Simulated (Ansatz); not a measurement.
# Ru (Ruthenium): how the settings move a relaxation

Aim: see which settings change the result for Ru (Ruthenium), by how much, and at what cost.

Computed with Ansatz 0.2.0 (reference: DFT, r2SCAN, PAW with Ansatz's default frozen-core files, scalar-relativistic; relaxation of cell and atoms, unless a step's input says otherwise).

2 further runs of the same task are left out: 2 that didn't finish. Runs told in other sessions of the task aren't counted.

**1. The structure to begin with**

It takes space group P6_3/mmc (No. 194, hexagonal). Conventional cell: a = 2.703 Å, b = 2.703 Å, c = 4.265 Å, α = 90.00°, β = 90.00°, γ = 120.00°. Around Ru (site symmetry -6m2) lie 12 Ru at 2.64 to 2.70 Å.

Structure file:

```
CELL_PARAMETERS angstrom
2.70301 0.00000 0.00000
-1.35150 2.34087 0.00000
0.00000 0.00000 4.26542
ATOMIC_POSITIONS crystal
Ru 0.33333 0.66667 0.25000
Ru 0.66667 0.33333 0.75000
```

**2. The reference run**

The input, input.yaml:

```yaml
crystal:
  lattice:
    - [2.70300702536, 0.0, 0.0]
    - [-1.35150351268, 2.34087275057, 0.0]
    - [0.0, 0.0, 4.26542158885]
  atoms:
    - { symbol: Ru, position: [0.333333333333, 0.666666666667, 0.25] }
    - { symbol: Ru, position: [0.666666666667, 0.333333333333, 0.75] }
kpoints:
  mp_grid: { grid: [18, 18, 10] }
scf:
  occupations: { method: fermi_dirac, width: 0.08 }
hamiltonian:
  xc: r2scan
  pseudopotentials: { kind: paw }
relax:
  f_tol: 0.002
  max_steps: 80
  cell: { p_target: 20 }
output:
  forces: true
  stress: true
```

The run is started by

```console
> ansatz run input.yaml --threads 1 --pin off --max-ram 2560MiB --backend cpu --events-out ev --progress --plain --runs-dir out
```

**3. Changing settings: occupations.method gaussian, occupations.width 0.005, accuracy high**

Edit input.yaml of step 2 so:

```diff
@@ -11,3 +11,3 @@
 scf:
-  occupations: { method: fermi_dirac, width: 0.08 }
+  occupations: { method: gaussian, width: 0.005 }
 hamiltonian:
@@ -22 +22,2 @@
   stress: true
+accuracy: high
```

Q: Predict the outcome of this session. Wanted: for each run, ending; energy change; pressure; gap; force.

As calculated:

```csv
run,ending,energy change,pressure (GPa),gap (eV),force (eV/Å),cycles,time
reference,converged,0,20.0,0.00,0.00,37,43 s
"1: occupations.method gaussian, occupations.width 0.005, accuracy high",converged,+1.0 meV/atom (σ→0),20.0,0.00,0.00,-,55 s
```

Changing the smearing and accuracy level moves the energy by +1.0 meV/atom (σ→0 values).
